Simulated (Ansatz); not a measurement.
# Si3N4: the cost of one run

Program: Ansatz 0.2.0. Level of theory: DFT, PBE, plane-wave PAW, default files, scalar-relativistic, frozen cores, as far as a step names no other. These are calculated values, not measurements.

## Step 1: Starting point

It takes space group P6_3/m (No. 176, hexagonal). Conventional cell: a = 7.617 Å, b = 7.617 Å, c = 2.913 Å, α = 90.00°, β = 90.00°, γ = 120.00°. Si (site symmetry m) is surrounded by 4 N at 1.72 to 1.75 Å. N (site symmetry -6) has 3 Si at 1.75 Å as nearest neighbours. Around N (site symmetry m) lie 3 Si at 1.72 to 1.75 Å.

As a file:

```
CELL_PARAMETERS angstrom
7.61700 0.00000 0.00000
-3.80850 6.59652 0.00000
0.00000 0.00000 2.91340
ATOMIC_POSITIONS crystal
Si 0.17840 0.77490 0.25000
Si 0.40350 0.17840 0.75000
Si 0.22510 0.40350 0.25000
Si 0.82160 0.22510 0.75000
Si 0.59650 0.82160 0.25000
Si 0.77490 0.59650 0.75000
N 0.33333 0.66667 0.25000
N 0.66667 0.33333 0.75000
N 0.33590 0.03280 0.25000
N 0.30310 0.33590 0.75000
N 0.96720 0.30310 0.25000
N 0.66410 0.96720 0.75000
N 0.69690 0.66410 0.25000
N 0.03280 0.69690 0.75000
```

The earlier run gave: gap on the mesh 4.14 eV, largest force 1.170 eV/Å, pressure 4.4 GPa.

Site by site (atoms counted from 1):

```tsv
site	atoms	first shell	V_zz (10²¹ V/m²)	η	C_Q (MHz)
Si	1, 2, 3, 4, …	4 N at 1.72–1.75 Å	-0.60	0.30	–
N7	7, 8	3 Si at 1.75 Å	-5.37	0.00	-2.65 (¹⁴N)
N9	9, 10, 11, 12, …	3 Si at 1.72–1.75 Å	-5.07	0.09	-2.51 (¹⁴N)
```

V_zz is the principal component of the electric field gradient with the largest magnitude, η = (V_xx − V_yy)/V_zz and C_Q = eQV_zz/h. Q values from Pyykkö, Mol. Phys. 116, 1328 (2018). A dash under C_Q marks elements without a common quadrupolar isotope.

## Step 2: Ions relaxed at fixed cell

input.yaml

```yaml
crystal:
  lattice:
    - [7.617, 0.0, 0.0]
    - [-3.8085, 6.5965155006, 0.0]
    - [0.0, 0.0, 2.9134]
  atoms:
    - { symbol: Si, position: [0.1784, 0.7749, 0.25] }
    - { symbol: Si, position: [0.4035, 0.1784, 0.75] }
    - { symbol: Si, position: [0.2251, 0.4035, 0.25] }
    - { symbol: Si, position: [0.8216, 0.2251, 0.75] }
    - { symbol: Si, position: [0.5965, 0.8216, 0.25] }
    - { symbol: Si, position: [0.7749, 0.5965, 0.75] }
    - { symbol: "N", position: [0.3333333333, 0.6666666667, 0.25] }
    - { symbol: "N", position: [0.6666666667, 0.3333333333, 0.75] }
    - { symbol: "N", position: [0.3359, 0.0328, 0.25] }
    - { symbol: "N", position: [0.3031, 0.3359, 0.75] }
    - { symbol: "N", position: [0.9672, 0.3031, 0.25] }
    - { symbol: "N", position: [0.6641, 0.9672, 0.75] }
    - { symbol: "N", position: [0.6969, 0.6641, 0.25] }
    - { symbol: "N", position: [0.0328, 0.6969, 0.75] }
kpoints:
  mp_grid: { grid: [4, 4, 9] }
scf:
  occupations: { method: fermi_dirac, width: 0.02 }
hamiltonian:
  xc: pbe
  pseudopotentials: { kind: paw, frozen_core: stored }
output:
  forces: true
  stress: true
  populations: true
  efg: { quadrupole_moments_barn: { "N": 0.02044 } }
relax:
  f_tol: 0.02
  max_steps: 60
```

The run is started by

```sh
$ ansatz run input.yaml --threads 4 --pin off --max-ram 8192MiB --backend cpu --events-out ev --progress --plain --runs-dir out
```

Q: Estimate wall time and peak memory on 4 threads of Intel Xeon 6975P-C (Granite Rapids), shared host.

About 6.2 s, with a peak of 0.62 GiB.
